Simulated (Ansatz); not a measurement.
# ClF2H4NSTi: the cost of one run

All numbers below are computed with Ansatz 0.2.0 (RKS PBE0-D4/def2-SVP).

1 further run of the same task is left out (it didn't finish).

## Step 1: The system as given

Bond lengths: Ti1–N2 2.410 Å, N2–H3 1.060 Å, N2–H4 1.060 Å, Ti1–Cl5 2.370 Å, Ti1–F6 1.829 Å, Ti1–F7 1.829 Å, Ti1–S8 2.700 Å, S8–H9 1.400 Å. Angles: Ti1–N2–H3 120.0°, Ti1–N2–H4 120.0°, H3–N2–H4 120.0°, N2–Ti1–Cl5 109.4°, N2–Ti1–F6 109.5°, N2–Ti1–F7 109.5°, N2–Ti1–S8 71.6°, Cl5–Ti1–F6 109.5°, Cl5–Ti1–F7 109.5°, Cl5–Ti1–S8 67.1°, F6–Ti1–F7 109.5°, F6–Ti1–S8 72.9°, F7–Ti1–S8 176.5°, Ti1–S8–H9 109.5°.

Structure file:

```xyz
10

Ti    0.0000    0.0000    0.0000
N     0.0000    0.0000    2.4100
H    -0.8770   -0.2713    2.9400
H     0.8770    0.2713    2.9400
Cl    2.2349    0.0000   -0.7892
F    -0.8619    1.4933   -0.6094
F    -0.8619   -1.4933   -0.6094
S     1.4160    2.1354    0.8514
H     2.4929    1.7005    1.6331
H     0.7435    1.1212    2.1183
```

## Step 2: Pulling towards end A

Springs on the bonds that form and break draw the guess towards this end; the thresholds are loose.

Input file input.yaml:

```yaml
crystal:
  periodic: [false, false, false]
  atoms:
    - { symbol: Ti, position_ang: [0.0, 0.0, 0.0] }
    - { symbol: "N", position_ang: [0.0, 0.0, 2.41] }
    - { symbol: H, position_ang: [-0.877, -0.2713, 2.94] }
    - { symbol: H, position_ang: [0.877, 0.2713, 2.94] }
    - { symbol: Cl, position_ang: [2.2349, 0.0, -0.7892] }
    - { symbol: F, position_ang: [-0.8619, 1.4933, -0.6094] }
    - { symbol: F, position_ang: [-0.8619, -1.4933, -0.6094] }
    - { symbol: S, position_ang: [1.416, 2.1354, 0.8514] }
    - { symbol: H, position_ang: [2.4929, 1.7005, 1.6331] }
    - { symbol: H, position_ang: [0.7435, 1.1212, 2.1183] }
basis:
  gaussian: { orbitals: def2-SVP }
hamiltonian:
  xc: pbe0
  dispersion: d4
relax:
  f_tol: 0.15
  max_steps: 25
  restrain:
    - { distance: [0, 7], at: 3.6, k: 30.0 }
    - { distance: [9, 1], at: 2.26, k: 30.0 }
    - { distance: [0, 1], at: 2.06, k: 30.0 }
    - { distance: [9, 7], at: 1.4, k: 30.0 }
```

Run with:

```
$ ansatz run input.yaml --threads 4 --pin off --max-ram 5120MiB --backend cpu --events-out ev --progress --plain --runs-dir out
```

What time and memory should one allow on 4 threads of Arm Neoverse V2, shared host?

About 71 s, with a peak of 0.29 GiB.
